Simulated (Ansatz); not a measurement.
**CH4BBrSSi: ladder of methods at one geometry, by script**

How do the methods compare on CH4BBrSSi, in result and in cost? The task is a ladder of methods at one geometry, for CH4BBrSSi. SMILES: Br[SiH]1CBS1.

All numbers are computed with Ansatz 0.2.0, driven from Python. The levels of theory stand in the script.

**1. Starting point**

Bond lengths: Br1–Si2 2.206 Å, Si2–C3 1.824 Å, C3–B4 1.537 Å, Si2–S5 2.099 Å, B4–S5 1.919 Å, Si2–H6 1.473 Å, C3–H7 1.155 Å, C3–H8 1.098 Å, B4–H9 1.256 Å. Angles (14 of 16 angles, heavy atoms first): Br1–Si2–C3 111.7°, Br1–Si2–S5 112.7°, C3–Si2–S5 80.9°, Si2–C3–B4 102.4°, C3–B4–S5 94.7°, Si2–S5–B4 81.4°, Br1–Si2–H6 116.3°, C3–Si2–H6 116.1°, S5–Si2–H6 114.1°, Si2–C3–H7 108.5°, Si2–C3–H8 109.5°, B4–C3–H7 110.8°, B4–C3–H8 117.0°, C3–B4–H9 124.7°.

The script holds or builds the structure itself.

**2. The script**

File methods.py:

```python
'''One geometry of CH4BBrSSi, method by method.'''

from pathlib import Path

import ansatz
import numpy as np

ch4bbrssi = (
    ansatz.Crystal.molecule()
    .atom('Br', (0.0006, 2.7951, 0.4293))
    .atom('Si', (0.73, 0.8809, -0.3894))
    .atom('C', (0.1129, -0.5413, 0.5714))
    .atom('B', (-0.9838, -1.1065, -0.345))
    .atom('S', (-0.5756, 0.0594, -1.8135))
    .atom('H', (2.1505, 0.835, -0.777))
    .atom('H', (0.9746, -1.2997, 0.6964))
    .atom('H', (-0.197, -0.2031, 1.5693))
    .atom('H', (-2.1237, -1.4662, 0.0413))
)

calc = ch4bbrssi.calculation().basis(gaussian='def2-SVP')

print('functional    E (Ha)        dipole (D)   HOMO (eV)  LUMO (eV)')
for name in ['cam_b3lyp', 'hf', 'hse06', 'pbe0', 'pbe', 'r2scan']:
    data = calc.functional(name).forces().orbitals().run(threads=1, runs_dir='runs').report
    lines = Path(data['orbitals_path']).read_text().splitlines()
    field_of = lambda key: [line.split('=')[1].strip() for line in lines if line.startswith(key)]
    orbitals = [(27.211386 * float(e), s, float(n)) for e, s, n in zip(field_of('Ene='), field_of('Spin='), field_of('Occup='))]
    homo = max(e for e, _, n in orbitals if n > 0.5)
    lumo = min(e for e, _, n in orbitals if n < 0.5)
    dipole = 4.803205 * np.linalg.norm(data['charge_distribution']['dipole_moment_e_ang'])
    print(f'{name:10s} {data["free_energy_ev"] / 27.211386246:14.6f} {dipole:9.3f} {homo:11.3f} {lumo:10.3f}')
```

**3. Running it**

On the command line:

```console
$ python methods.py
```

What it wrote:

```text
functional    E (Ha)        dipole (D)   HOMO (eV)  LUMO (eV)
cam_b3lyp    -3326.771870     2.084      -8.733     -0.733
hf           -3323.238269     2.512     -10.209      1.667
hse06        -3326.032889     2.107      -7.106     -2.315
pbe0         -3326.046283     2.116      -7.503     -1.933
pbe          -3325.877792     1.885      -6.275     -2.816
r2scan       -3326.585432     2.116      -6.564     -2.583
```

It took 41 s on 1 thread of Arm Neoverse V1, shared host; peak memory 0.38 GiB.

**4. The engine's runs**

From the records of these 6 runs:

```tsv
run	functional	energy (eV)	SCF cycles	CPU time (s)
1	cam_b3lyp	-90526.0743	19	8
2	hf	-90429.9201	12	3.2
3	hse06	-90505.9656	18	7.3
4	pbe0	-90506.3301	18	6.6
5	pbe	-90501.7452	20	4.8
6	r2scan	-90521.0011	17	10
```

Totals hang on method, basis and potentials, so only like runs compare.

The fields below are those of run 1.

**5. Pictures from the orbitals**

Orbitals, density, ELF and potential are computed afterwards from the orbital file.

Frontier orbitals at CAM-B3LYP/def2-SVP, with the share of their density that lies nearest to each atom:

```tsv
orbital	energy (eV)	lies on
HOMO-1	-8.90	S5 72 %; B4 9 %
HOMO	-8.73	S5 50 %; C3 16 %; Br1 9 %
LUMO	-0.73	B4 56 %; H9 13 %; S5 11 %
```

ELF in a plane through or near 3 of the atoms.

Ten even steps from ' ' (0.00) to '@' (1.00):
```
                                                        
                                                        
                        ..::----..                      
                      ..==******==::                    
                      ::**##%%##++--                    
          ......    ..--##%%%%%%**--..  ..::--          
          ..........::==##%%%%%%##++::++##@@%%++..      
          ....::::--==**####**####++++@@@@@@@@%%==      
            ..::--......--==--==--..--@@@@@@@@@@**      
            ..----::**##..----==--==--%%@@@@@@@@++      
            ::**##..++::++%%****@@@@====**##**--        
          ..--##%%**::==%%%%==::####++::::....          
          ..--**##++----++##%%@@%%**::                  
            ::----..    --##@@@@@@%%::                  
                        --%%@@@@@@@@--                  
                        ::**@@@@@@%%::                  
                          ::++##++--                    
                                                        
                                                        
                                                        
```
The map spans 10.1 Å across and 8.5 Å up, centred on the molecule. Atoms in the plane (x, y in Å): Si2 (-1.2, 0.1), B4 (1.4, 0.4), H7 (0.5, -1.6).

On the surface of density 0.002 e/bohr³ the electrostatic potential runs, from the 1st to the 99th percentile, from -0.82 V near S5 to 1.70 V near B4.

**6. Results**

| quantity | value |
| --- | --- |
| runs compared | 6 |
| HOMO-LUMO gap of the mean field (CAM-B3LYP/def2-SVP) | 8.00 eV |

**Reading.** All 6 runs converged, in 12 to 20 cycles. What to keep in mind:
- The geometry is a force-field or estimated start, not a minimum of this method, and the basis set is short of its limit. A lower total doesn't mark the better method: functionals have no common bound, and MP2 and coupled cluster aren't variational.
- Levels such as HOMO and LUMO are orbital energies: with these approximate functionals they aren't the ionisation energy and electron affinity, and their gap isn't the fundamental gap.
- hse06 follows the composition of plane-wave codes, whose totals differ by tens of mHa, up to about 0.1 Ha, from the form usual in Gaussian-basis programs (wpbeh).
